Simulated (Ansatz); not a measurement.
# BH3S3: small, medium and large basis sets

One table from this session's results is given with a row withheld; the runs are named, their logs left out.

Method: one geometry, several basis sets; program: Ansatz 0.2.0, Gaussian basis.

Levels to be run: PBE0-D4/def2-SVP; ωB97M-V/def2-SVP; PBE0-D4/def2-QZVPP; ωB97M-V/def2-QZVPP; the functionals' def2-TZVPP values are taken from earlier runs.

### The geometry

An earlier PBE0-D4 in a triple-zeta def2 set relaxation fixed the geometry.

SMILES `SB(S)S`, 7 atoms, charge 0, spin multiplicity 1.

Atoms are counted from 1 here; the program's logs count them from 0.

Bond lengths: S1–B2 1.806 Å, S1–H5 1.343 Å, B2–S3 1.803 Å, B2–S4 1.801 Å, S3–H6 1.341 Å, S4–H7 1.342 Å. Angles: B2–S1–H5 97.0°, S1–B2–S3 115.1°, S1–B2–S4 118.6°, S3–B2–S4 126.3°, B2–S3–H6 97.7°, B2–S4–H7 98.6°.

Set-up of the first run:

The input, in.yaml:

```yaml
crystal:
  periodic: [false, false, false]
  atoms:
    - {symbol: S, position_ang: [-1.518539, 1.373614, 0.405584]}
    - {symbol: B, position_ang: [-0.182285, 0.177330, 0.192805]}
    - {symbol: S, position_ang: [0.603327, -0.370223, 1.720752]}
    - {symbol: S, position_ang: [0.242905, -0.354818, -1.474626]}
    - {symbol: H, position_ang: [-1.819381, 1.515190, -0.895768]}
    - {symbol: H, position_ang: [1.497056, -1.207409, 1.173425]}
    - {symbol: H, position_ang: [1.238117, -1.201686, -1.167772]}
basis:
  gaussian: {orbitals: def2-SVP}
hamiltonian: {xc: pbe0, dispersion: d4}
output: {orbitals: {seedname: orbitals}}
```

Steps of the session up to this table: PBE0-D4 in def2-SVP; ωB97M-V in def2-SVP; PBE0-D4 in def2-QZVPP; ωB97M-V in def2-QZVPP.

One of the session's tables, all rows but one given; the rest of the session is left out.

It belongs to the step «Functionals by basis». 

| functional | basis | HOMO (eV) |
| --- | --- | --- |
| PBE0-D4 | def2-SVP | -7.39 |
| PBE0-D4 | def2-TZVPP | -7.55 |
| PBE0-D4 | def2-QZVPP | -7.58 |
| ωB97M-V | def2-SVP | -9.48 |
| ωB97M-V | def2-TZVPP | -9.68 |
| ωB97M-V | def2-QZVPP | ? |

**Question.** Estimate the row for ωB97M-V, def2-QZVPP.

As computed: HOMO (eV): -9.72. In the column «HOMO (eV)» it is the lowest.
